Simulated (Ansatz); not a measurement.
# C2H3Cl2Si (SMILES [H]/[C]=C/[SiH](Cl)Cl): UHF/3-21G

What is the energy change on altering one bond length of C2H3Cl2Si at UHF/3-21G? 

Program for the calculation: Ansatz 0.2.0.

61 further runs of the same task are left out: 61 set aside as unsound or not needed.

## (1) The system as given

C2H3Cl2Si has 8 atoms, charge 0, and is taken as a doublet. SMILES: `[H]/[C]=C/[SiH](Cl)Cl`. The coordinates come from a PBE0-D4/def2-TZVP relaxation. This is one conformer, not always the lowest.

Bond lengths: C1–C2 1.302 Å, C2–Si3 1.849 Å, Si3–Cl4 2.046 Å, Si3–Cl5 2.046 Å, C1–H6 1.081 Å, C2–H7 1.096 Å, Si3–H8 1.473 Å. Angles: C1–C2–Si3 119.3°, C2–Si3–Cl4 109.6°, C2–Si3–Cl5 109.6°, Cl4–Si3–Cl5 108.1°, C1–C2–H7 121.6°, Si3–C2–H7 119.1°, C2–C1–H6 140.4°, C2–Si3–H8 111.7°, Cl4–Si3–H8 108.9°, Cl5–Si3–H8 108.9°.

## (2) A single-point energy at UHF/3-21G

Input file input.yaml:

```yaml
crystal:
  periodic: [false, false, false]
  atoms:
    - {symbol: C, position_ang: [-0.467200, 1.549800, 0.659300]}
    - {symbol: C, position_ang: [-0.193600, 0.279100, 0.737900]}
    - {symbol: Si, position_ang: [0.301600, -0.635800, -0.791100]}
    - {symbol: Cl, position_ang: [-1.013100, -2.166600, -1.130900]}
    - {symbol: Cl, position_ang: [2.164100, -1.443500, -0.534600]}
    - {symbol: H, position_ang: [-0.772500, 2.376400, 1.285600]}
    - {symbol: H, position_ang: [-0.249600, -0.262100, 1.689000]}
    - {symbol: H, position_ang: [0.322500, 0.245600, -1.971100]}
basis:
  gaussian: {orbitals: 3-21G.json}
magnetization: {spin_polarized: true, initial_magnetization: 1}
hamiltonian: {xc: hf}
accuracy: high
output: {orbitals: {seedname: orbitals}}
```

The basis set 3-21G is read from a file made from the Basis Set Exchange's data (not shown).

Run with:

```sh
$ ansatz run input.yaml --threads 1 --pin off --max-ram 3480MiB --events-out events.jsonl --progress --plain --runs-dir runs
```

Standard output:

```text
Warning: RAYON_NUM_THREADS=1 ignored (pool sized by the plan → 1); use --threads N
Functional definition: HF
  name "HF"
  exchange = exact_x
  correlation = 0
1458 factors; integrals over basis functions are off by at most 1.0e-8 eV
mean field evaluation 1: about -34802.1616 eV, gradient 1.6e1 eV
mean field evaluation 2: about -34802.4660 eV, gradient 1.6e1 eV
mean field evaluation 4: about -34804.5755 eV, gradient 2.0e0 eV
mean field evaluation 8: about -34804.7256 eV, gradient 6.0e-1 eV
mean field evaluation 16: about -34804.7816 eV, gradient 1.3e-8 eV
mean field -34804.78159207 eV, -1279.0521319804 hartree, gradient 2.1e-8 eV, S^2 0.953855; 0 other end points of the search recorded, 0 dependent functions left out
reference -34804.78159207 eV, -1279.0521319804 hartree; 32, 31 occupied and 31, 32 virtual orbitals, 1458 factors
Total energy: -34804.78159207 eV, -1279.0521319804 hartree
```

It took 2 s on 1 thread of Arm Neoverse V1, shared host; peak memory 0.23 GiB.

## (3) The distorted shape

Input file run.yaml:

```yaml
crystal:
  periodic: [false, false, false]
  atoms:
    - symbol: C
      position_ang: [-0.470334, 1.417614, 0.836268]
    - symbol: C
      position_ang: [-0.196734, 0.146914, 0.914868]
    - symbol: Si
      position_ang: [0.298466, -0.767986, -0.614132]
    - symbol: Cl
      position_ang: [-1.016234, -2.298786, -0.953932]
    - symbol: Cl
      position_ang: [2.160966, -1.575686, -0.357632]
    - symbol: H
      position_ang: [-0.775634, 2.244214, 1.462568]
    - symbol: H
      position_ang: [-0.252734, -0.394286, 1.865968]
    - symbol: H
      position_ang: [0.322500, 0.245600, -1.971100]
basis:
  gaussian:
    orbitals: 3-21G.json
magnetization:
  spin_polarized: true
  initial_magnetization: 1
hamiltonian:
  xc: hf
accuracy: high
output: {orbitals: {seedname: orbitals}}
```

The basis set 3-21G is read from a file made from the Basis Set Exchange's data (not shown).

Run with:

```sh
$ ansatz run run.yaml --threads 1 --pin off --max-ram 3480MiB --events-out events.jsonl --progress --plain --runs-dir runs
```

Standard output:

```text
Warning: RAYON_NUM_THREADS=1 ignored (pool sized by the plan → 1); use --threads N
[... 4 set-up lines as earlier in the session ...]
1461 factors; integrals over basis functions are off by at most 1.1e-8 eV
mean field evaluation 1: about -34801.7788 eV, gradient 1.6e1 eV
mean field evaluation 2: about -34802.0776 eV, gradient 1.6e1 eV
mean field evaluation 4: about -34804.1917 eV, gradient 2.0e0 eV
mean field evaluation 8: about -34804.3427 eV, gradient 6.0e-1 eV
mean field evaluation 16: about -34804.3992 eV, gradient 1.4e-8 eV
mean field -34804.39915542 eV, -1279.0380776927 hartree, gradient 2.3e-8 eV, S^2 0.953767; 0 other end points of the search recorded, 0 dependent functions left out
reference -34804.39915542 eV, -1279.0380776927 hartree; 32, 31 occupied and 31, 32 virtual orbitals, 1461 factors
Total energy: -34804.39915542 eV, -1279.0380776927 hartree
```

It took 2 s on 1 thread of Arm Neoverse V1, shared host; peak memory 0.23 GiB.

## (4) Results

Level: UHF/3-21G.

```
                                                          quantity           value
                                         first shape: total energy  -1279.05213 Eh
                   first shape: HOMO energy (highest over α and β)       -11.15 eV
                    first shape: LUMO energy (lowest over α and β)         2.45 eV
                                                 first shape: ⟨S²⟩           0.954
                                     distorted shape: total energy  -1279.03808 Eh
               distorted shape: HOMO energy (highest over α and β)       -11.19 eV
                distorted shape: LUMO energy (lowest over α and β)         2.41 eV
                                             distorted shape: ⟨S²⟩           0.954
energy change with the Si3–H8 bond stretched from 1.473 to 1.694 Å        0.382 eV
```

In words: With the Si3–H8 bond stretched from 1.473 to 1.694 Å the energy rises by 0.38 eV (8.8 kcal/mol). The first shape isn't relaxed at this level, so the change isn't measured from a minimum. ⟨S²⟩ (first shape) is 0.95 where a pure doublet has 0.75: the reference is spin-contaminated. ⟨S²⟩ (distorted shape) is 0.95 where a pure doublet has 0.75: the reference is spin-contaminated.
